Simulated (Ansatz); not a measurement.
# triplet CH7BSi2: levels of theory compared

We compute a comparison of 6 runs (UHF/STO-3G, UHF/6-31G*, UB3LYP/6-31G*, UBHLYP/6-31G*, UPBE-QIDH/6-31G*, UCCSD/6-31G*) of triplet CH7BSi2. 

The calculation is run with Ansatz 0.2.0.

75 further runs of the same task are left out: 75 set aside as unsound or not needed.

## (1) The molecule

CH7BSi2: 11 atoms, total charge 0, spin state triplet. As SMILES of the parent species, `CB1[SiH2][SiH2]1`. Geometry: relaxed at PBE0-D4/def2-TZVP. That shape belongs to the parent species and isn't relaxed for this state.

Bond lengths: C1–B2 1.566 Å, B2–Si3 1.907 Å, B2–Si4 1.907 Å, C1–H5 1.092 Å, C1–H6 1.099 Å, C1–H7 1.092 Å, Si3–H8 1.482 Å, Si3–H9 1.489 Å, Si4–H10 1.489 Å, Si4–H11 1.482 Å. Some angles: C1–B2–Si3 130.2°, C1–B2–Si4 130.2°, Si3–B2–Si4 83.2°, B2–C1–H5 114.1°, B2–C1–H6 106.3°, B2–C1–H7 114.1°, B2–Si3–H8 124.3°, B2–Si3–H9 125.0°, B2–Si4–H10 124.9°, B2–Si4–H11 124.3°. A long bond or contact: Si3–Si4 2.531 Å.

## (2) The energy at UHF/STO-3G (run 1)

Input file job.yaml:

```yaml
crystal:
  periodic: [false, false, false]
  atoms:
    - {symbol: C, position_ang: [-0.263900, 1.793500, 0.099500]}
    - {symbol: B, position_ang: [-0.450600, 0.243000, -0.016600]}
    - {symbol: Si, position_ang: [0.018800, -1.148600, 1.199400]}
    - {symbol: Si, position_ang: [0.210300, -0.982900, -1.318800]}
    - {symbol: H, position_ang: [0.165600, 2.121800, 1.048800]}
    - {symbol: H, position_ang: [-1.271300, 2.229100, 0.051100]}
    - {symbol: H, position_ang: [0.301000, 2.238000, -0.723000]}
    - {symbol: H, position_ang: [-0.479200, -2.541300, 1.107000]}
    - {symbol: H, position_ang: [0.876900, -0.975400, 2.403900]}
    - {symbol: H, position_ang: [1.239000, -0.662800, -2.346600]}
    - {symbol: H, position_ang: [-0.281200, -2.371200, -1.484200]}
basis:
  gaussian: {orbitals: STO-3G}
output: {orbitals: {seedname: orbitals}}
magnetization: {spin_polarized: true, initial_magnetization: 2}
total_charge: 0
accuracy: high
hamiltonian: {xc: hf}
```

Launch:

```bash
$ ansatz run job.yaml --threads 1 --pin off --max-ram 3480MiB --events-out events.jsonl --progress --plain --runs-dir runs
```

Log:

```text
Warning: RAYON_NUM_THREADS=1 ignored (pool sized by the plan → 1); use --threads N
Functional definition: HF
  name "HF"
  exchange = exact_x
  correlation = 0
726 factors; integrals over basis functions are off by at most 4.0e-9 eV
mean field evaluation 1: about -17327.1910 eV, gradient 1.3e1 eV
mean field evaluation 2: about -17327.2961 eV, gradient 1.2e1 eV
mean field evaluation 4: about -17329.0814 eV, gradient 1.4e0 eV
mean field evaluation 8: about -17329.1286 eV, gradient 3.4e-4 eV
mean field evaluation 16: about -17328.4732 eV, gradient 4.5e0 eV
mean field evaluation 32: about -17327.8692 eV, gradient 7.7e0 eV
mean field evaluation 64: about -17327.1913 eV, gradient 1.3e1 eV
mean field -17329.12752434 eV, -636.8336904151 hartree, gradient 3.0e-8 eV, S^2 2.044861; 1 other end points of the search recorded, 0 dependent functions left out
reference -17329.12752434 eV, -636.8336904151 hartree; 24, 22 occupied and 11, 13 virtual orbitals, 726 factors
Total energy: -17329.12752434 eV, -636.8336904151 hartree
```

Wall time 0.97 s (1 thread of Arm Neoverse V1, shared host); peak memory 0.095 GiB.

## (3) A single-point energy at UHF/6-31G(d) (spherical functions) (run 2)

Edit job.yaml of step 2 so:

```diff
@@ -1 +1,3 @@
+basis:
+  gaussian: {orbitals: 6-31G_st_-spherical.json}
 crystal:
@@ -14,8 +16,5 @@
     - {symbol: H, position_ang: [-0.281200, -2.371200, -1.484200]}
-basis:
-  gaussian: {orbitals: STO-3G}
+magnetization: {spin_polarized: true, initial_magnetization: 2}
+hamiltonian: {xc: hf}
 output: {orbitals: {seedname: orbitals}}
-magnetization: {spin_polarized: true, initial_magnetization: 2}
-total_charge: 0
 accuracy: high
-hamiltonian: {xc: hf}
```

The basis set 6-31G* is read from a file made from the Basis Set Exchange's data (not shown).

Launch:

```bash
$ ansatz run job.yaml --threads 1 --pin off --max-ram 3480MiB --events-out events.jsonl --progress --plain --runs-dir runs
```

Log:

```text
Warning: RAYON_NUM_THREADS=1 ignored (pool sized by the plan → 1); use --threads N
[... 4 set-up lines as earlier in the session ...]
1868 factors; integrals over basis functions are off by at most 3.4e-9 eV
mean field evaluation 1: about -17528.8484 eV, gradient 1.7e1 eV
mean field evaluation 2: about -17528.9700 eV, gradient 1.7e1 eV
mean field evaluation 4: about -17531.3647 eV, gradient 2.5e0 eV
mean field evaluation 8: about -17531.4591 eV, gradient 3.6e-1 eV
mean field evaluation 16: about -17531.4654 eV, gradient 3.3e-6 eV
mean field evaluation 32: about -17531.4192 eV, gradient 3.4e-1 eV
mean field evaluation 64: about -17531.4601 eV, gradient 1.2e-1 eV
mean field evaluation 96: about -17531.0423 eV, gradient 1.6e0 eV
mean field evaluation 128: about -17530.9804 eV, gradient 5.8e0 eV
mean field -17531.46542156 eV, -644.2694709881 hartree, gradient 2.4e-8 eV, S^2 2.024499; 2 other end points of the search recorded, 0 dependent functions left out
reference -17531.46542156 eV, -644.2694709881 hartree; 24, 22 occupied and 54, 56 virtual orbitals, 1868 factors
Total energy: -17531.46542156 eV, -644.2694709881 hartree
```

It took 9.6 s on 1 thread of Arm Neoverse V1, shared host; peak memory 0.29 GiB.

## (4) The energy at UB3LYP/6-31G(d) (spherical functions) (run 3)

Input file run.yaml:

```yaml
crystal:
  periodic: [false, false, false]
  atoms:
    - {symbol: C, position_ang: [-0.263900, 1.793500, 0.099500]}
    - {symbol: B, position_ang: [-0.450600, 0.243000, -0.016600]}
    - {symbol: Si, position_ang: [0.018800, -1.148600, 1.199400]}
    - {symbol: Si, position_ang: [0.210300, -0.982900, -1.318800]}
    - {symbol: H, position_ang: [0.165600, 2.121800, 1.048800]}
    - {symbol: H, position_ang: [-1.271300, 2.229100, 0.051100]}
    - {symbol: H, position_ang: [0.301000, 2.238000, -0.723000]}
    - {symbol: H, position_ang: [-0.479200, -2.541300, 1.107000]}
    - {symbol: H, position_ang: [0.876900, -0.975400, 2.403900]}
    - {symbol: H, position_ang: [1.239000, -0.662800, -2.346600]}
    - {symbol: H, position_ang: [-0.281200, -2.371200, -1.484200]}
basis:
  gaussian: {orbitals: 6-31G_st_-spherical.json}
hamiltonian: {xc: {name: B3LYP}}
output: {orbitals: {seedname: orbitals}}
accuracy: high
magnetization: {spin_polarized: true, initial_magnetization: 2}
```

The basis set 6-31G* is read from a file made from the Basis Set Exchange's data (not shown).

Launch:

```bash
$ ansatz run run.yaml --threads 1 --pin off --max-ram 3480MiB --events-out events.jsonl --progress --plain --runs-dir runs
```

Log:

```text
Warning: RAYON_NUM_THREADS=1 ignored (pool sized by the plan → 1); use --threads N
Functional definition: B3LYP
  name "B3LYP"
  parameter a0 = 0.2
  parameter ax = 0.72
  parameter ac = 0.81
  exchange = (1 - a0 - ax)*slater_x + ax*b88_x + a0*exact_x
  correlation = (1 - ac)*vwn_rpa_c + ac*lyp_c
1868 factors; integrals over basis functions are off by at most 3.4e-9 eV
mean field evaluation 1: about -17571.9459 eV, gradient 3.2e1 eV
mean field evaluation 2: about -17551.0108 eV, gradient 5.9e1 eV
mean field evaluation 4: about -17577.6230 eV, gradient 3.3e0 eV
mean field evaluation 8: about -17577.8870 eV, gradient 8.9e-2 eV
mean field evaluation 16: about -17577.8871 eV, gradient 4.2e-4 eV
mean field evaluation 32: about -17577.8871 eV, gradient 2.4e-6 eV
mean field evaluation 64: about -17577.8582 eV, gradient 5.8e-1 eV
mean field -17577.88713773 eV, -645.9754375917 hartree, gradient 9.6e-8 eV, S^2 2.005588; 5 other end points of the search recorded, 0 dependent functions left out
reference -17577.88718352 eV, -645.9754392743 hartree; 24, 22 occupied and 54, 56 virtual orbitals, 1868 factors
Total energy: -17577.88718352 eV, -645.9754392743 hartree
```

Run time: 36 s. Hardware: 1 thread of Arm Neoverse V1, shared host; peak memory 0.4 GiB.

Runs 4 to 5 aren't shown in full; the table further down has their settings and results.

## (5) The energy at UCCSD/6-31G(d) (spherical functions) (run 6)

Input file molecule.yaml:

```yaml
crystal:
  periodic: [false, false, false]
  atoms:
    - {symbol: C, position_ang: [-0.263900, 1.793500, 0.099500]}
    - {symbol: B, position_ang: [-0.450600, 0.243000, -0.016600]}
    - {symbol: Si, position_ang: [0.018800, -1.148600, 1.199400]}
    - {symbol: Si, position_ang: [0.210300, -0.982900, -1.318800]}
    - {symbol: H, position_ang: [0.165600, 2.121800, 1.048800]}
    - {symbol: H, position_ang: [-1.271300, 2.229100, 0.051100]}
    - {symbol: H, position_ang: [0.301000, 2.238000, -0.723000]}
    - {symbol: H, position_ang: [-0.479200, -2.541300, 1.107000]}
    - {symbol: H, position_ang: [0.876900, -0.975400, 2.403900]}
    - {symbol: H, position_ang: [1.239000, -0.662800, -2.346600]}
    - {symbol: H, position_ang: [-0.281200, -2.371200, -1.484200]}
basis:
  gaussian:
    orbitals: 6-31G_st_-spherical.json
magnetization:
  spin_polarized: true
  initial_magnetization: 2
correlation:
  method: ccsd
  frozen_orbitals: {B: 1, C: 1, H: 0, Si: 5}
accuracy: high
scf:
  omitted_lower_state_checks: [cluster_reference, increment]
```

The basis set 6-31G* is read from a file made from the Basis Set Exchange's data (not shown).

Launch:

```bash
$ ansatz run molecule.yaml --threads 1 --pin off --max-ram 3480MiB --events-out events.jsonl --progress --plain --runs-dir runs
```

Log:

```text
Warning: RAYON_NUM_THREADS=1 ignored (pool sized by the plan → 1); use --threads N
[... 14 lines left out ...]
12 core orbitals not correlated: weight in the atoms' cores, before any rotation towards them, 1.000 or more for the frozen orbitals, at most 0.000 for the correlated occupied ones
[... 35 lines left out ...]
Total energy: -17542.74823176 eV, -644.6841066154 hartree
Checks for a lower state left out: cluster_reference, increment
```

It took 38 s on 1 thread of Arm Neoverse V1, shared host; peak memory 0.63 GiB.

## (6) The series

```csv
run,level,frozen core orbitals,energy (Eh),HOMO energy (eV),LUMO energy (eV),⟨S²⟩,wall time
1,UHF/STO-3G,–,-636.833690,-2.49,3.76,2.045,0.97 s
2,UHF/6-31G* (spherical functions),–,-644.269471,-5.57,-0.61,2.024,9.6 s
3,UB3LYP/6-31G* (spherical functions),–,-645.975439,-3.27,–,2.006,36 s
4,UBHLYP/6-31G* (spherical functions),–,-645.882035,-4.21,-3.34,2.009,28 s
5,UPBE-QIDH/6-31G* (spherical functions),12,-645.356703,-4.96,-2.38,2.017,38 s
6,UCCSD/6-31G* (spherical functions),12,-644.684107,–,–,2.024,38 s
```

## (7) What came out

| quantity | value |
| --- | --- |
| run 6: total energy | -644.68411 Eh |
| run 6: correlation energy (12 core orbitals frozen) | -414.6 mEh |
| run 6: ⟨S²⟩ of the reference determinant | 2.024 |
| run 6: T1 diagnostic | 0.018 |

What this shows: Totals of different functionals can't be ranked against each other. In run 1 the basis is minimal, so the values are rough. All runs together took 2.5 min, the longest 38 s.
